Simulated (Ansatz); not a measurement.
This script drives Ansatz's Python interface.

The script, `ch5clgeo.py`:
```python
import ansatz as az

BASIS = "6-31G*"
XC = "pbe0"

GEOMETRY = """
C    -0.20970    1.09570   -0.31130
Ge   -0.27490   -0.70050    0.30980
O     1.29500   -1.10060    0.98960
Cl   -0.62650   -2.01530   -1.34800
H    -1.24870    1.38350   -0.76840
H    -0.03780    1.83750    0.52290
H     0.54810    1.25850   -1.09990
H    -1.32340   -0.84140    1.39320
H     1.96630   -0.96390    0.29510
"""

system = az.Crystal.molecule()
for line in GEOMETRY.strip().splitlines():
    symbol, *xyz = line.split()
    system = system.atom(symbol, [float(v) for v in xyz])

job = system.calculation().basis(gaussian=BASIS).functional(XC)
found = {}
for unpaired in [0, 2]:
    summary = job.spin("collinear", total=unpaired).run(threads=1).report
    s = unpaired / 2
    found[unpaired] = summary["free_energy_ev"]
    print(f"2S+1 = {unpaired + 1}: E = {found[unpaired]:.5f} eV, <S^2> = {abs(summary['mean_field']['state']['spin_squared']):.3f} (pure state {s * (s + 1):.2f})")
lowest = min(found, key=found.get)
for unpaired, e in found.items():
    print(f"multiplicity {unpaired + 1}: {23.060548 * (e - found[lowest]):.1f} kcal/mol above the lowest")
```

It is started by `python ch5clgeo.py`. How long does it take on 1 thread of Arm Neoverse V2, with other jobs on the host, and how much memory does it need?

It took about 29 s, with a peak of 0.35 GiB, for 2 runs of the engine.

`python ch5clgeo.py` gives:
```text
2S+1 = 1: E = -72185.23885 eV, <S^2> = 0.000 (pure state 0.00)
2S+1 = 3: E = -72178.26839 eV, <S^2> = 2.007 (pure state 2.00)
multiplicity 1: 0.0 kcal/mol above the lowest
multiplicity 3: 160.7 kcal/mol above the lowest
```

In order: multiplicity 1 (+0.00 eV) and multiplicity 3 (+6.97 eV), all at the one geometry.

Total energies depend on the basis set; only differences at equal settings carry meaning. The geometry is a force-field or estimated start, not a minimum of this method, and the basis set is short of its limit. All parts are taken at fixed geometry, without zero-point energy.
